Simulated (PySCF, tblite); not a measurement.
# C7H5FS2: geometry, infrared bands and NMR shifts

What infrared bands and NMR shifts should C7H5FS2 (`Cc1csc2c(F)csc12`) show?

Computed with tblite 0.8.0 and PySCF 2.14.0, with density-fitted response routines of our own, on a single molecule in the gas phase. Atoms are numbered from 0 throughout.

### 1 Starting geometry

15 atoms, charge 0, multiplicity 1; geometry from: force field or distance geometry start.

Bonds of the start (Å): C0–C1 1.48, C1–C2 1.38, C2–S3 1.72, S3–C4 1.75, C4–C5 1.42, C5–F6 1.35, C5–C7 1.36, C7–S8 1.72, S8–C9 1.74, C9–C1 1.43, C9–C4 1.37, C0–H10 1.09, C0–H11 1.11, C0–H12 1.08, C2–H13 1.08, C7–H14 1.09.

### 2 Relaxing the molecule with GFN2-xTB

What the job is given:

```
{"job": {"kind": "relax", "xc": "GFN2-xTB", "basis": "xTB"}, "charge": 0, "multiplicity": 1}
C     -0.497400    -2.364600    -0.101200
C      0.197500    -1.086900    -0.396200
C      1.308000    -0.908700    -1.196400
S      1.842600     0.724300    -1.294000
C      0.572300     1.205800    -0.189000
C      0.148700     2.432300     0.382100
F      0.751800     3.615100     0.162100
C     -0.929500     2.283100     1.203500
S     -1.479100     0.653300     1.289000
C     -0.214500     0.150900     0.197400
H     -0.479200    -2.591600     0.968500
H     -1.556700    -2.304600    -0.413700
H     -0.049800    -3.198400    -0.623200
H      1.831800    -1.660100    -1.770300
H     -1.450800     3.058000     1.759500
```

On the command line:

```bash
$ OMP_NUM_THREADS=1 python probes_run.py task.json out
```

This one command runs all jobs of the session in turn.

**Question.** This job is followed by: GFN2-xTB harmonic vibrations, gas phase; GIAO PBE0/pcSseg-1 NMR shielding, non-relativistic, gas phase. What will the session give for the following? strongest single infrared mode (GFN2-xTB); zero-point energy (GFN2-xTB); 13C shifts against TMS (PBE0/pcSseg-1); 1H shifts against TMS (PBE0/pcSseg-1, means over atoms taken as alike); 33S shifts against CS2 (PBE0/pcSseg-1); 19F shifts against CFCl3 (PBE0/pcSseg-1).

**Answer**, as computed:

```
                                                              quantity                                               value
                             strongest single infrared mode (GFN2-xTB)                                1405 cm⁻¹, 83 km/mol
                                          zero-point energy (GFN2-xTB)                                       61.4 kcal/mol
                                13C shifts against TMS (PBE0/pcSseg-1)  161.1, 145.8, 135.3, 135.0, 131.3, 112.8, 16.1 ppm
1H shifts against TMS (PBE0/pcSseg-1, means over atoms taken as alike)                                6.94, 6.72, 2.51 ppm
                                33S shifts against CS2 (PBE0/pcSseg-1)                                        170, 125 ppm
                              19F shifts against CFCl3 (PBE0/pcSseg-1)                                          -143.3 ppm
```

In words: Relaxing lowered the energy by 0.067 eV in 24 steps; the close pair that moved most is S3–C4, from 1.751 to 1.726 Å. No mode is imaginary among the 39: a minimum at this level. The strongest single mode, at 1405 cm⁻¹, has its largest shares on H10, H11, C0 and C5 (the list is cut at 4 atoms). GFN2-xTB is a fitted tight-binding method: band positions and strengths are rough. Its intensities can rank the bands wrongly. NICS(1)zz of -22 ppm above the planar ring from C1 marks a diatropic (aromatic) ring current. NICS(1)zz of -21 ppm above the planar ring from C4 marks a diatropic (aromatic) ring current.
